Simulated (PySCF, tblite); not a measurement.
# C4H4F3 radical: geometry, infrared bands and EPR parameters

Aim: predict the infrared bands and EPR parameters of C4H4F3 radical (`C=[C]CC(F)(F)F`).

Computed with tblite 0.8.0 and PySCF 2.14.0, with density-fitted response routines of our own, on a single molecule in the gas phase. Atoms count from 0, in the outputs and in this text.

### Step 1. The starting structure

11 atoms, charge 0, multiplicity 2; geometry from: force field or distance geometry start.

Bonds of the start (Å): C0–C1 1.31, C1–C2 1.46, C2–C3 1.54, C3–F4 1.35, C3–F5 1.36, C3–F6 1.35, C0–H7 1.08, C0–H8 1.08, C2–H9 1.10, C2–H10 1.10.

### Step 2. Optimising the geometry with GFN2-xTB

What the job is given:

```
{"job": {"kind": "relax", "xc": "GFN2-xTB", "basis": "xTB"}, "charge": 0, "multiplicity": 2}
C      2.172700     0.099900     0.664300
C      0.902800    -0.221600     0.616900
C     -0.508400    -0.610700     0.590800
C     -1.392400     0.406700    -0.149300
F     -1.362000     1.614100     0.454100
F     -2.687300    -0.015000    -0.140000
F     -1.023200     0.551500    -1.436400
H      2.897000    -0.529900     1.161400
H      2.516500     1.018900     0.206700
H     -0.891300    -0.725800     1.616700
H     -0.618900    -1.585300     0.098400
```

Started as:

```console
$ OMP_NUM_THREADS=1 python probes_run.py task.json out
```

This one command runs all jobs of the session in turn.

Standard output:

```text
step      E/eV     max force
  0    -671.60081    2.220
  1    -671.64494    1.961
  2    -671.67341    0.347
  3    -671.67958    0.203
  4    -671.68299    0.110
  5    -671.68365    0.078
  6    -671.68454    0.053
  7    -671.68466    0.037
  8    -671.68477    0.038
  9    -671.68490    0.048
 10    -671.68516    0.061
 11    -671.68557    0.076
 12    -671.68625    0.087
 13    -671.68758    0.136
 14    -671.68950    0.279
 15    -671.69330    0.198
 16    -671.70486    0.358
 17    -671.69798    1.368
 18    -671.71971    0.472
 19    -671.72548    0.214
 20    -671.73288    0.289
 21    -671.73873    0.378
 22    -671.74286    0.326
 23    -671.74964    0.191
 24    -671.75731    0.225
 25    -671.76715    0.340
 26    -671.77439    0.380
 27    -671.78598    0.380
 28    -671.79492    0.327
 29    -671.80301    0.250
 30    -671.80846    0.190
 31    -671.81452    0.322
 32    -671.82071    0.379
 33    -671.82516    0.238
 34    -671.82657    0.072
 35    -671.82682    0.051
 36    -671.82693    0.035
 37    -671.82705    0.034
 38    -671.82724    0.019
 39    -671.82727    0.015
 40    -671.82728    0.012
 41    -671.82729    0.009
```

It took 0.13 s on 1 thread of Arm Neoverse V2, shared host.

Relaxation path: (not every step is listed)

```csv
step,energy from step 0 (eV),largest force (eV/Å)
0,0.0000,2.2202
1,-0.0441,1.9607
2,-0.0726,0.3468
3,-0.0788,0.2026
4,-0.0822,0.1103
5,-0.0828,0.0775
6,-0.0837,0.0526
7,-0.0838,0.0368
8,-0.0840,0.0377
10,-0.0843,0.0611
12,-0.0854,0.0873
14,-0.0887,0.2795
16,-0.1041,0.3581
18,-0.1189,0.4718
20,-0.1321,0.2894
22,-0.1420,0.3256
24,-0.1565,0.2249
26,-0.1736,0.3799
28,-0.1941,0.3275
30,-0.2076,0.1900
32,-0.2199,0.3787
34,-0.2258,0.0721
36,-0.2261,0.0348
37,-0.2262,0.0336
38,-0.2264,0.0194
39,-0.2265,0.0149
40,-0.2265,0.0122
41,-0.2265,0.0091
```

Close pairs (by a distance rule), those that changed most:

```csv
bond,before (Å),after (Å),change (Å)
C0–C1,1.311,1.290,-0.021
C3–F5,1.362,1.344,-0.018
C3–F4,1.350,1.339,-0.011
C0–H8,1.083,1.093,+0.010
C3–F6,1.347,1.339,-0.008
C2–H9,1.101,1.094,-0.007
C1–C2,1.464,1.458,-0.006
C2–C3,1.538,1.532,-0.006
```

The next job starts from the end point, and lists it.

### Step 3. Vibrational analysis with GFN2-xTB

What the job is given:

```
{"job": {"kind": "ir", "xc": "GFN2-xTB", "basis": "xTB"}, "charge": 0, "multiplicity": 2}
C      1.911053     0.136143     0.602004
C      0.903990    -0.628442     0.857536
C     -0.535613    -0.765628     0.671327
C     -1.146374     0.407293    -0.101653
F     -0.962849     1.580385     0.517282
F     -2.473682     0.258332    -0.253287
F     -0.634113     0.536316    -1.331942
H      2.910721    -0.106143     0.930342
H      1.843344     1.071782     0.041804
H     -1.044987    -0.810383     1.638721
H     -0.766066    -1.676983     0.111484
```

Standard output:

```text
mode    cm-1     km/mol
  1      48.8      0.27
  2     111.4      8.03
  3     120.6      2.44
  4     267.7      3.24
  5     316.9      0.73
  6     412.3      6.61
  7     421.3      0.43
  8     471.6     10.44
  9     489.9     14.82
 10     596.9     40.89
 11     791.7      7.48
 12     849.2     14.87
 13     909.3     55.60
 14     935.1     11.13
 15     994.2     48.09
 16    1053.7    187.11
 17    1053.9    236.58
 18    1145.2    196.28
 19    1178.6    126.94
 20    1260.0     28.39
 21    1360.0      5.59
 22    1406.2     13.22
 23    1827.4     56.06
 24    2862.0      4.04
 25    2957.7      3.57
 26    2967.4      3.71
 27    3056.1      3.69
```

It took 0.16 s on 1 thread of Arm Neoverse V2, shared host.

Which atoms move in the most intense modes:

```csv
cm⁻¹,km/mol,atoms
597,40.9,"F5 32 %, C2 20 %, C3 12 %, F6 10 %"
909,55.6,"C2 23 %, H7 18 %, H10 15 %, H9 15 %"
994,48.1,"C2 26 %, C1 21 %, C0 15 %, H8 13 %"
1054,187.1,"C3 36 %, H10 20 %, H9 18 %"
1054,236.6,"C3 65 %, F5 19 %"
1145,196.3,"C3 72 %, C2 10 %"
1179,126.9,"C3 33 %, H10 30 %, H9 30 %"
1827,56.1,"C1 60 %, C0 37 %"
```

### Step 4. g tensor and hyperfine couplings: B3LYP/pcH-1

The job, as its differences from that of step 3:

```diff
@@ -1,2 +1,2 @@
-{"job": {"kind": "ir", "xc": "GFN2-xTB", "basis": "xTB"}, "charge": 0, "multiplicity": 2}
+{"job": {"kind": "epr", "basis": "pcH-1"}, "charge": 0, "multiplicity": 2}
 C      1.911053     0.136143     0.602004
```

Level: UKS B3LYP, pcH-1 on C F H, non-relativistic, mean-field spin-orbit, GIAO.

Standard output:

```text
UKS, coarse grid
  cycle   1  E = -454.13891653  |g| = 6.83e-01
  cycle   2  E = -453.93749970  |g| = 1.09e+00
  cycle   3  E = -454.29680631  |g| = 6.31e-02
  cycle   4  E = -454.29796465  |g| = 4.39e-02
  cycle   5  E = -454.29888181  |g| = 1.48e-02
  cycle   6  E = -454.29899804  |g| = 4.18e-03
  cycle   7  E = -454.29902179  |g| = 1.61e-03
  cycle   8  E = -454.29902999  |g| = 8.54e-04
UKS, final grid
  cycle   1  E = -454.29901600  |g| = 7.14e-04
  cycle   2  E = -454.29901641  |g| = 7.71e-04
  cycle   3  E = -454.29901672  |g| = 2.78e-04
  cycle   4  E = -454.29901684  |g| = 1.97e-04
  cycle   5  E = -454.29901695  |g| = 6.47e-05
  cycle   6  E = -454.29901695  |g| = 7.27e-06
E = -454.29901695 Eh   <S^2> = 0.7588 (exact 0.7500)
g shifts (ppm)      1          2          3
  rmc          -158       -158       -158
  gc             35          8          8
  oz_so        -466        -42        783
  total        -589       -192        632
hyperfine (MHz)  atom isotope    a_iso     a_fc   dipolar eigenvalues
    0   13C     -13.49     -13.49    -18.38      2.50     15.88
    1   13C     294.69     294.69    -81.78    -60.63    142.41
    2   13C      20.73      20.73     -4.02     -3.75      7.77
    3   13C      97.76      97.76     -6.41     -6.07     12.48
    4   19F      -0.89      -0.89     -4.77     -0.96      5.73
    5   19F      42.50      42.50    -25.06    -23.58     48.64
    6   19F      -0.55      -0.55     -4.85     -1.07      5.92
    7    1H     125.54     125.54     -6.46     -5.30     11.76
    8    1H     188.18     188.18     -4.66     -1.73      6.39
    9    1H      27.29      27.29     -6.80     -4.95     11.75
   10    1H      25.12      25.12     -6.76     -4.91     11.68
```

It took 33 s on 1 thread of Arm Neoverse V2, shared host; peak memory 0.84 GiB.

Principal g values 2.00173, 2.00213, 2.00295; g(iso) = 2.00227, against 2.00232 for a free electron.

Mean a(iso) over the nuclei that a row names, and the largest dipolar term of the row (other rows stand at the frozen geometry):

```csv
nuclei,isotope,a(iso) (MHz),"a(iso) (G, at g = 2.0023)",largest dipolar term (MHz)
C1,13C,294.7,105.2,142.4
H8,1H,188.2,67.1,6.4
H7,1H,125.5,44.8,11.8
C3,13C,97.8,34.9,12.5
"H9, H10",1H,26.2,9.4,11.7
C2,13C,20.7,7.4,7.8
"F4, F5, F6",19F,13.7,4.9,48.6
C0,13C,-13.5,-4.8,-18.4
```

Mulliken spin populations:

```csv
atom,value (e)
C0,-0.17
C1,1.00
C2,-0.05
C3,0.05
F4,0.00
F5,0.01
F6,0.00
H7,0.05
H8,0.09
H9,0.01
H10,0.01
```

In first order the couplings over 0.8 MHz of 1H, 19F give 48 distinct lines over 145.3 G, if the averaged nuclei exchange fast.

The fields below are evaluated on a grid from the run's orbitals.

ELF in a plane through or near 7 of the atoms.

Ten even steps from '0' (0.00) to '9' (1.00):
```
0000000000000000000000000000
0000000000000000000000000000
0000000000000000000000000000
0000000000220000000000000000
0000000013662001210000000000
0000000015884014531000000000
0000000015897237861000000000
0000154114877755861000000000
0000799835723852530032000000
0001999965855766841476200000
0001899930574237745788400000
0000477654641004217778400000
0000011489960014643587300000
0000000599980013420155200000
0000000599970012210011000000
0000000389930001110000000000
0000000023200000000000000000
0000000000000000000000000000
0000000000000000000000000000
0000000000000000000000000000
```
The map spans 11.1 Å across and 8.0 Å up, centred on the molecule. Atoms in the plane (x, y in Å): C0 (-1.9, -0.1), C1 (-1.0, 0.8), C2 (0.5, 0.9), C3 (1.2, -0.5), F5 (2.5, -0.4), H7 (-3.0, 0.2), H8 (-1.8, -1.2).

log10 of the density (e/Å³) in the same plane.

Ten even steps from '0' (-4.0) to '9' (1.0):
```
0000000000000000000000000000
0000000000000000000000000000
0000000001111122211000000000
0000000122333333332100000000
0000001233444445543210000000
0000012344555556654320000000
0000123445666667765421000000
0001344556787788865443200000
0012456667898889875555420000
0012467788888778876776531000
0012467888877677888898642000
0012456788876567888998642000
0001345678765567887887641000
0000234567764567776666530000
0000123456554556665544310000
0000012345543455654433100000
0000001233322234443210000000
0000000111111112221000000000
0000000000000000000000000000
0000000000000000000000000000
```
The map spans 11.1 Å across and 8.0 Å up, centred on the molecule. Atoms in the plane (x, y in Å): C0 (-1.9, -0.1), C1 (-1.0, 0.8), C2 (0.5, 0.9), C3 (1.2, -0.5), F5 (2.5, -0.4), H7 (-3.0, 0.2), H8 (-1.8, -1.2).

On the surface of density 0.002 e/bohr³ the electrostatic potential runs, from the 1st to the 99th percentile, from -0.55 V near F5 to 1.28 V near H10.

The spin density lies nearest to C1 70 %; H8 8 %; C0 7 % (beta excess).

### Step 5. What came out

| quantity | value |
| --- | --- |
| strongest single infrared mode (GFN2-xTB) | 1054 cm⁻¹, 237 km/mol |
| zero-point energy (GFN2-xTB) | 42.7 kcal/mol |
| g(iso) (B3LYP) | 2.00227 |
| ⟨S²⟩ | 0.759 (exact 0.75) |
| largest a(iso) (averaged by class) | 13C on C1, 294.7 MHz |
| surface potential, 1st and 99th percentile | -0.55 V and 1.28 V |

In words: Over 41 steps the energy fell by 0.226 eV; of the close pairs, C0–C1 changed most, 1.311 to 1.290 Å. No mode is imaginary among the 27: a minimum at this level. Unscaled tight-binding wavenumbers are off by several per cent, some by more. Its intensities can rank the bands wrongly. Most of the unpaired spin sits on C1 (1.00 e). The isotropic g lies 0.0 ppt below the free-electron value.
